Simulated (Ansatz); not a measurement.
# C₂H₂FSi radical: one species, many methods

One table from this session's results is given with a row withheld; the runs are named, their logs left out.

Program: Ansatz 0.2.0, Gaussian basis. Level of theory: functionals in def2-TZVPP, the program's frozen cores in correlated methods. These are calculated values, not measurements.

The runs, in order: LDA (SPW92), PBE-D4, revPBE-D4, BLYP-D4, r2SCAN-D4, B97M-V, PBE0-D4, B3LYP-D4, r2SCANh-D4, r2SCAN0-D4, HSE06-D4, BHLYP-D4, CAM-B3LYP-D4, LC-ωPBE, ωB97X-V, ωB97M-V, B2PLYP, PBE-QIDH; CCSD(T)/def2-SVP; CCSD(T)/def2-TZVPP; MP2/def2-QZVPP; extrapolation to the limit; RPA on PBE.

### The relaxed structure

All runs share one geometry, relaxed beforehand with PBE0-D4 in a triple-zeta def2 set.

SMILES `C#C[SiH]F`, 6 atoms, charge 0, spin multiplicity 2.

Atoms are counted from 1 here; the program's logs count them from 0.

Bond lengths: C1–C2 1.209 Å, C1–H5 1.066 Å, C2–Si3 1.806 Å, Si3–F4 1.600 Å, Si3–H6 1.485 Å. Angles: C2–C1–H5 179.1°, C1–C2–Si3 173.2°, C2–Si3–F4 109.8°, C2–Si3–H6 111.2°, F4–Si3–H6 108.3°.

The first run:

in.yaml

```yaml
crystal:
  periodic: [false, false, false]
  atoms:
    - {symbol: C, position_ang: [0.118078, -0.680019, -1.605669]}
    - {symbol: C, position_ang: [0.120440, -0.213733, -0.490070]}
    - {symbol: Si, position_ang: [0.338345, 0.466730, 1.168759]}
    - {symbol: F, position_ang: [-0.477998, -0.412278, 2.226785]}
    - {symbol: H, position_ang: [0.100320, -1.089199, -2.590305]}
    - {symbol: H, position_ang: [-0.157085, 1.864399, 1.244299]}
basis:
  gaussian: {orbitals: def2-TZVPP}
magnetization: {spin_polarized: true, initial_magnetization: 1}
hamiltonian: {xc: lda}
output: {orbitals: {seedname: orbitals}}
```

Steps of the session up to this table: LDA; PBE-D4 (GGA); revPBE-D4 (GGA); BLYP-D4 (GGA); r2SCAN-D4 (meta-GGA); B97M-V (meta-GGA); PBE0-D4 (hybrid); B3LYP-D4 (hybrid); r2SCANh-D4 (hybrid); r2SCAN0-D4 (hybrid); HSE06-D4 (hybrid); BHLYP-D4 (hybrid); CAM-B3LYP-D4 (range-separated); LC-ωPBE-D4 (range-separated; the results give it without D4); ωB97X-V (range-separated); ωB97M-V (range-separated); B2PLYP (double hybrid); PBE-QIDH (double hybrid).

One table of the session follows, with a row left open; its other results are not shown here.

It belongs to the step «Orbital energies across the functionals». 

```
  functional  HOMO (eV)  LUMO (eV)  gap (eV)
 LDA (SPW92)      -5.26      -4.06      1.20
      PBE-D4      -5.28      -3.61      1.67
   revPBE-D4      -5.26      -3.46      1.80
     BLYP-D4          ?          ?         ?
   r2SCAN-D4      -5.63      -3.16      2.47
      B97M-V      -5.31      -3.78      1.53
     PBE0-D4      -6.44      -2.69      3.75
    B3LYP-D4      -6.16      -3.09      3.07
  r2SCANh-D4      -6.05      -2.86      3.20
  r2SCAN0-D4      -6.70      -2.41      4.28
    HSE06-D4      -6.04      -3.08      2.97
    BHLYP-D4      -7.44      -1.89      5.54
CAM-B3LYP-D4      -7.65      -1.81      5.85
     LC-ωPBE      -9.08      -0.36      8.72
     ωB97X-V      -8.55      -0.91      7.64
     ωB97M-V      -8.17      -1.04      7.13
```

Q: Estimate the row for BLYP-D4 from the others.

Worked estimate for «HOMO (eV)». Against the share of exact exchange, B3LYP-D4 (0.2, -6.16), BHLYP-D4 (0.5, -7.44) give a slope of -4.27 per unit share; at 0 the line stands at -5.31.

As computed: HOMO (eV): -5.07; LUMO (eV): -3.64; gap (eV): 1.44. In «HOMO (eV)» the line misses by -0.24.
